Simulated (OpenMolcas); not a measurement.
# W⁵⁺ among point charges: CASSCF and CASPT2 levels and susceptibility

How does a field of 6 point charges split the states of W⁵⁺, and what χT follows?

Method: state-averaged CASSCF and CASPT2, spin-orbit coupling by RASSI with atomic mean-field integrals. Code: OpenMolcas 26.06.

## (1) Starting point

| Quantity | Value |
| --- | --- |
| Species | W⁵⁺ (tungsten, Z = 74, 69 electrons) |
| Basis | ANO-RCC-VDZP [7s6p4d2f1g], 68 functions |
| Scalar Hamiltonian | DKH2, point nucleus |
| Inactive shells | 1s 2s 2p 3s 3p 3d 4s 4p 4d 4f 5s 5p |
| Active space | 1 electron in 5 orbitals (5d) |
| Some configurations of this space | 5d |
| Orbitals | optimised for each spin and parity, averaged over all roots |

The outer shells:

5d
```
5d [↑ ][  ][  ][  ][  ]
```

The ion sits among 6 point charges of -1 e arranged as an octahedron (Oh), 1.76 Å from the ion.

Each step is its own input file, run in one work folder so that later steps find the files of earlier ones. Labels, J, g values, rates, χT and fits are worked out afterwards by a script from the matrices that RASSI stores. The input lists half of the charges; inversion (Group=XYZ) makes the rest.

## (2) GATEWAY and SEWARD: basis and integrals

Input file a.inp:

```
&GATEWAY
Coord
1

W 0.0 0.0 0.0
Basis=ANO-RCC-VDZP
Group=XYZ
NoMove
AngMom=0.0 0.0 0.0
AMFI
XField
3 Angstrom 0
1.760000 0.000000 0.000000 -1.000000
0.000000 1.760000 0.000000 -1.000000
0.000000 0.000000 1.760000 -1.000000
&SEWARD
```

The run is started by

```sh
OMP_NUM_THREADS=1 MOLCAS_MEM=1689 MOLCAS_PROJECT=a pymolcas a.inp > a.log
```

## (3) CASSCF: doublets of even parity, 5 roots

Input file a.inp:

```
&RASSCF
FileOrb=start.orb
Symmetry=1
Spin=2
nActEl=1 0 0
Inactive=15 19
Ras2=5 0
CIRoot=5 5 1
SDav=5
CIMx=300
Iter=120 100
PrWF=0.3
OrbListing=Nothing
MaxOrb=0
>>> COPY $Project.JobIph JOB001
```

start.orb holds the contracted functions of the basis, ordered by shell, or the orbitals of the step before.

## (4) State interaction with spin-orbit coupling

Input file a.inp:

```
&RASSI
NrOfJobIphs=1 5
1 2 3 4 5
IphNames
JOB001
EJob
SpinOrbit
DIPRint=1.0
SOCoupling=1000.0
Subsets=2
Property=9
'ANGMOM' 1 'ANGMOM' 2 'ANGMOM' 3 'MLTPL  1' 1 'MLTPL  1' 2 'MLTPL  1' 3
'AMFI' 1 'AMFI' 2 'AMFI' 3
SOProperty=3
'ANGMOM' 1 'ANGMOM' 2 'ANGMOM' 3
```

## (5) CASPT2: IPEA 0.25, imaginary shift 0.1 (closed shells correlated: 4f 5s 5p)

Input file a.inp:

```
>>> COPY JOB001 $Project.JobIph
&CASPT2
Multistate=5 1 2 3 4 5
NoMult
Frozen=14 9
IPEA=0.25
Imaginary=0.1
MaxIter=60
WThr=0.0 0.3 0.05
PrWF=0.5
NoMix
```

(Steps that only read results are left out.)

**Question.** What will these runs give? Wanted: spin-free ground state; first state of the same spin within the active space; lowest level; next level.

As calculated:

| quantity | value |
| --- | --- |
| method | SS-CASPT2, IPEA 0.25, imaginary shift 0.1 (closed shells correlated: 4f 5s 5p) |
| spin-free ground state | 2T2, 3-fold in its orbital part |
| first state of the same spin within the active space | 2E at 12000 cm⁻¹ |
| lowest level | 4-fold Γ8 |
| next level | 7238.0 cm⁻¹ |
| χT at 300 K | 0.15 cm³ K/mol |
| effective moment at 300 K | 1.10 μB |

Cost by method:

```
                                                 method  time of its own steps  time with the reference
                                              A. CASSCF                  1.8 s                    1.8 s
B. SS-CASPT2, IPEA 0.25, imaginary shift 0.1, +4f 5s 5p                 0.87 s                    2.7 s
```

Times are of one thread on a shared host.

What this shows: The spin-free ground state (2T2) comes to 100 % from free-ion D terms and keeps the highest spin of the shell. χT at 300 K is 0.15, against 0.38 cm³ K/mol for the spin alone, so orbital moment lowers it. A ligand-field fit to the states below 45000 cm-1 gives 10Dq = 11955 cm-1, the gap between the two states. CASPT2 does not keep the components of a term degenerate, and the means are used. The field of point charges can differ much from that of real complexes. This is an electrostatic model: the charges have no orbitals.
